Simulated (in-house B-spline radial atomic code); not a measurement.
# Excited states and polarisability of Tl¹⁹⁺ by several methods

One table from this session's results is given with a row withheld; the runs are named, their logs left out.

Method: linear response of a closed shell, each method with its own adiabatic kernel; non-relativistic; B-spline basis; no spin-orbit coupling, no double excitations; only terms of natural parity, (−1)^L, with L up to 3 are computed. Code: in-house B-spline radial atomic code version 1.

**The atom as given**

| Item | Value |
| --- | --- |
| element | thallium (Z = 81) |
| charge | +19 |
| configuration | [Kr] 4d10 4f14 5s2 |
| runs | TDHF; PBE; B3LYP; exchange-only LDA; HSE06; BSE on G0W0@HF |

Outer shells as boxes (Hund's rule):

Tl¹⁹⁺
```
[Kr] core
4d [↑↓][↑↓][↑↓][↑↓][↑↓]
4f [↑↓][↑↓][↑↓][↑↓][↑↓][↑↓][↑↓]
5s [↑↓]
```

Set-up of the first run:

Input settings:

```ini
Z = 81
electrons = 62.0
configuration = [Kr] 4d10 4f14 5s2
hamiltonian = nr
method = hf
box_radius = 5.88
intervals = 53
```

The run is started by

```bash
$ python run_td.py task.json out
```

One command runs all members of the session, one after another, from task.json.

Steps of the session up to this table: TDHF.

One table of the session follows, with a row left open; its other results are not shown here.

It belongs to the step «TDHF». 

```
   state  full (eV)  Tamm-Dancoff (eV)
5s→5p ³P     32.279             32.947
5s→5p ¹P     43.795             44.750
5s→5d ³D     105.35             105.41
5s→5d ¹D     110.49             110.61
4f→5p ³D     115.65             115.71
4f→5p ¹D     118.37             118.44
4f→5d ³P     187.62             187.70
5s→5f ³F     190.05             190.07
4f→5d ³F     191.33             191.36
4f→5d ¹F     192.22             192.23
5s→5f ¹F     192.93             192.96
4f→5d ¹P          ?                  ?
5s→6s ³S     200.18             200.19
5s→6s ¹S     202.49             202.55
```

Q: Estimate the row for 4f→5d ¹P from the others.

The run gave: full (eV): 193.40; Tamm-Dancoff (eV): 193.67. In the column «full (eV)» it lies between 5s→5f ¹F (192.93) and 5s→6s ³S (200.18).
